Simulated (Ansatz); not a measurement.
# CH₅AlFN: basis-set convergence

One table from this session's results is given with a row withheld; the runs are named, their logs left out.

Method: one geometry, several basis sets; program: Ansatz 0.2.0, Gaussian basis.

Plan: PBE0-D4/def2-SVP; ωB97M-V/def2-SVP; PBE0-D4/def2-QZVPP; ωB97M-V/def2-QZVPP; the functionals' def2-TZVPP values are taken from earlier runs.

### The geometry

All runs share one geometry, relaxed beforehand with PBE0-D4 in a triple-zeta def2 set.

SMILES `FC[NH][AlH2]`, 9 atoms, charge 0, spin multiplicity 1.

Atoms are counted from 1 here; the program's logs count them from 0.

Bond lengths: F1–C2 1.400 Å, C2–N3 1.408 Å, C2–H5 1.094 Å, C2–H6 1.093 Å, N3–Al4 1.782 Å, N3–H7 1.010 Å, Al4–H8 1.580 Å, Al4–H9 1.580 Å. Angles: F1–C2–N3 111.8°, F1–C2–H5 105.5°, F1–C2–H6 106.3°, N3–C2–H5 112.6°, N3–C2–H6 110.4°, H5–C2–H6 109.9°, C2–N3–Al4 126.3°, C2–N3–H7 112.4°, Al4–N3–H7 120.9°, N3–Al4–H8 117.4°, N3–Al4–H9 116.5°, H8–Al4–H9 126.0°.

Set-up of the first run:

in.yaml

```yaml
crystal:
  periodic: [false, false, false]
  atoms:
    - {symbol: F, position_ang: [1.013905, 1.593031, 1.054119]}
    - {symbol: C, position_ang: [-0.022351, 1.210507, 0.194703]}
    - {symbol: N, position_ang: [0.288653, 0.030234, -0.507257]}
    - {symbol: Al, position_ang: [-0.201946, -1.624065, -0.061363]}
    - {symbol: H, position_ang: [-0.181880, 2.064807, -0.470473]}
    - {symbol: H, position_ang: [-0.903581, 1.058933, 0.824114]}
    - {symbol: H, position_ang: [0.942991, 0.191415, -1.259718]}
    - {symbol: H, position_ang: [0.369037, -2.811546, -0.934195]}
    - {symbol: H, position_ang: [-1.216328, -1.759517, 1.143071]}
basis:
  gaussian: {orbitals: def2-SVP}
hamiltonian: {xc: pbe0, dispersion: d4}
output: {orbitals: {seedname: orbitals}}
```

The run is started by

```bash
> ansatz run in.yaml --threads 2 --pin off --events-out ev --progress --plain --max-ram 4352MiB
```

Among the steps run: PBE0-D4 in def2-SVP; ωB97M-V in def2-SVP; PBE0-D4 in def2-QZVPP; ωB97M-V in def2-QZVPP.

One of the session's tables, all rows but one given; the rest of the session is left out.

```
functional       basis  HOMO (eV)
   PBE0-D4    def2-SVP          ?
   PBE0-D4  def2-TZVPP      -7.92
   PBE0-D4  def2-QZVPP      -7.95
   ωB97M-V    def2-SVP     -10.14
   ωB97M-V  def2-TZVPP     -10.29
   ωB97M-V  def2-QZVPP     -10.32
```

**Question.** Estimate the row for PBE0-D4, def2-SVP.

The run gave: HOMO (eV): -7.81. In the column «HOMO (eV)» it is the highest.
